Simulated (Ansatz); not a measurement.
KPt:

```xyz
2
Lattice="3.0008 0.0000 0.0000 -1.5004 2.5988 0.0000 0.0000 0.0000 5.3456" Properties=species:S:1:pos:R:3 pbc="T T T"
Pt    1.5004    0.8663    0.0000
K     0.0000    0.0000    2.6728
```

The cell comes from a database or a generator and needn't be the stable form of this composition.

Program: Ansatz 0.2.0. Alike in all runs: task single point; potentials or basis Ansatz PAW; no spin polarisation; cell as given; k mesh 10 × 10 × 5.

Question: Order these runs on this cell by their pressure, lowest first.
A. level RPBE; cutoff (eV) 420; smearing gaussian 0.02 eV
B. level r2SCAN+D4; cutoff (eV) 500; smearing gaussian 0.05 eV
C. level LDA; cutoff (eV) 420; smearing gaussian 0.05 eV

Answer: C (-7.1 GPa), B (-2.9 GPa), A (3.3 GPa).

Caveats: the PAW data sets come from PBE, with cores solved anew for the run's functional, which leaves a small shift of forces and pressure; pairwise dispersion overbinds metals, which lowers pressure and volume (some runs).
